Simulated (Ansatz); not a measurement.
# InH₄− (singlet): the correlation ladder, def2-TZVPD

Aim: climb from Hartree-Fock through coupled cluster and multireference methods for InH₄− (singlet) at one geometry and basis, and see what each rung misses.

Computed with Ansatz 0.2.0, Gaussian basis. Level: def2-TZVPD, core rule «outside noble gas», up to 9 orbitals frozen.

Plan: UHF; CCSD(T) on RHF; BCCD(T) on RHF; CCSDT(Q) on RHF; CASSCF and MRCISD+Q, 8 electrons in 8 orbitals; CASSCF and NEVPT2, 8 electrons in 8 orbitals.

2 further runs of the same task are left out: 2 set aside as unsound or not needed.

### Step 1. What is computed

The geometry is a PBE0/def2-TZVPD stationary point (not a proven minimum) of the parent state, kept for this charge and spin. No spin-orbit coupling is included. Elements past krypton take def2 core potentials.

5 atoms, charge -1, spin multiplicity 1.

Atoms are counted from 1 here; the program's logs count them from 0.

Bond lengths: In1–H2 1.786 Å, In1–H3 1.786 Å, In1–H4 1.786 Å, In1–H5 1.786 Å. Angles: H2–In1–H3 90.0°, H2–In1–H4 180.0°, H2–In1–H5 90.0°, H3–In1–H4 90.0°, H3–In1–H5 180.0°, H4–In1–H5 90.0°.

### Step 2. UHF

The input, in.yaml:

```yaml
crystal:
  periodic: [false, false, false]
  atoms:
    - {symbol: In, position_ang: [0.000000, 0.000000, 0.000000]}
    - {symbol: H, position_ang: [1.263100, 0.000000, 1.263100]}
    - {symbol: H, position_ang: [-1.263100, 0.000000, 1.263100]}
    - {symbol: H, position_ang: [-1.263100, 0.000000, -1.263100]}
    - {symbol: H, position_ang: [1.263100, 0.000000, -1.263100]}
basis:
  gaussian: {orbitals: def2-TZVPD}
total_charge: -1
magnetization: {spin_polarized: true, initial_magnetization: 0}
hamiltonian: {xc: hf}
output: {orbitals: {seedname: orbitals}}
```

Started as:

```sh
$ ansatz run in.yaml --threads 1 --pin off --events-out ev --progress --plain --max-ram 4096MiB --backend cpu
```

Further steps of the session: CCSD(T) on RHF; BCCD(T) on RHF; CCSDT(Q) on RHF; CASSCF and MRCISD+Q, 8 electrons in 8 orbitals; CASSCF and NEVPT2, 8 electrons in 8 orbitals.

**Question.** What will the summary of the whole plan be? Wanted: RCCSDT(Q) below the RHF energy; RMP2 from RCCSDT(Q); RCCSD from RCCSDT(Q); RCCSD(T) from RCCSDT(Q); NEVPT2 valence from RCCSDT(Q); MRCISD+Q valence from RCCSDT(Q); T1 diagnostic; effectively unpaired electrons.

As calculated:

```
                         quantity                      value
   RCCSDT(Q) below the RHF energy                 -4.0019 eV
              RMP2 from RCCSDT(Q)                 +924.5 meV
             RCCSD from RCCSDT(Q)                  +93.3 meV
          RCCSD(T) from RCCSDT(Q)                  +21.2 meV
    NEVPT2 valence from RCCSDT(Q)                 +771.9 meV
  MRCISD+Q valence from RCCSDT(Q)                  -44.6 meV
levels within 1 kcal/mol (43 meV)  RCCSD(T), BCCD(T), RCCSDT
                    T1 diagnostic                      0.011
   effectively unpaired electrons                       0.02
```

What this shows: RCCSD(T) lands +21.2 meV from the yardstick (0.5 % of the correlation energy). One determinant dominates. Of the multireference levels listed MRCISD+Q valence comes nearest in total energy (-44.6 meV), which doesn't show that its space is the better one. These misses are within one basis, not against nature.
